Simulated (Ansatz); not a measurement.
# BF2H5SSi: the cost of one run

Method: RKS B3LYP-D4/def2-SVP, in Ansatz 0.2.0.

## Step 1: The structure to begin with

Bond lengths: B1–S2 2.207 Å, B1–F3 1.334 Å, B1–F4 1.338 Å, B1–H5 1.253 Å, B1–Si6 2.282 Å, S2–H7 1.330 Å, Si6–H8 1.459 Å, Si6–H9 1.457 Å, Si6–H10 1.458 Å. Angles (14 of 17 angles, heavy atoms first): S2–B1–F3 110.2°, S2–B1–F4 109.0°, S2–B1–Si6 110.0°, F3–B1–F4 116.9°, F3–B1–Si6 104.3°, F4–B1–Si6 106.1°, B1–S2–H7 92.4°, S2–B1–H5 54.8°, F3–B1–H5 121.9°, F4–B1–H5 120.9°, H5–B1–Si6 55.3°, B1–Si6–H8 115.9°, B1–Si6–H9 111.2°, B1–Si6–H10 93.5°.

Structure file:

```xyz
10

B     0.1631   -0.9436   -0.1737
S     1.1103   -0.3318   -2.0708
F    -0.8430   -1.7861   -0.4124
F     1.1126   -1.3583    0.6722
H     0.1748    0.2226   -0.6330
Si   -0.8301    0.8544    0.8196
H     2.2490   -0.0108   -1.4629
H     0.0476    1.9789    1.1269
H    -2.0307    1.2569    0.0987
H    -1.1534    0.1177    2.0355
```

## Step 2: A restrained relaxation towards end A

Springs on the bonds that form and break draw the guess towards this end; the thresholds are loose.

input.yaml

```yaml
crystal:
  periodic: [false, false, false]
  atoms:
    - { symbol: B, position_ang: [0.1631, -0.9436, -0.1737] }
    - { symbol: S, position_ang: [1.1103, -0.3318, -2.0708] }
    - { symbol: F, position_ang: [-0.843, -1.7861, -0.4124] }
    - { symbol: F, position_ang: [1.1126, -1.3583, 0.6722] }
    - { symbol: H, position_ang: [0.1748, 0.2226, -0.633] }
    - { symbol: Si, position_ang: [-0.8301, 0.8544, 0.8196] }
    - { symbol: H, position_ang: [2.249, -0.0108, -1.4629] }
    - { symbol: H, position_ang: [0.0476, 1.9789, 1.1269] }
    - { symbol: H, position_ang: [-2.0307, 1.2569, 0.0987] }
    - { symbol: H, position_ang: [-1.1534, 0.1177, 2.0355] }
basis:
  gaussian: { orbitals: def2-SVP }
hamiltonian:
  xc: b3lyp
  dispersion: d4
relax:
  f_tol: 0.15
  max_steps: 25
  restrain:
    - { distance: [0, 5], at: 3.25, k: 30.0 }
    - { distance: [4, 1], at: 2.66, k: 30.0 }
    - { distance: [0, 1], at: 1.89, k: 30.0 }
    - { distance: [4, 5], at: 1.42, k: 30.0 }
```

Run with:

```sh
$ ansatz run input.yaml --threads 2 --pin off --max-ram 3072MiB --backend cpu --events-out ev --progress --plain --runs-dir out
```

Q: Estimate wall time and peak memory on 2 threads of Arm Neoverse N1, shared host.

About 47 s, with a peak of 0.22 GiB.
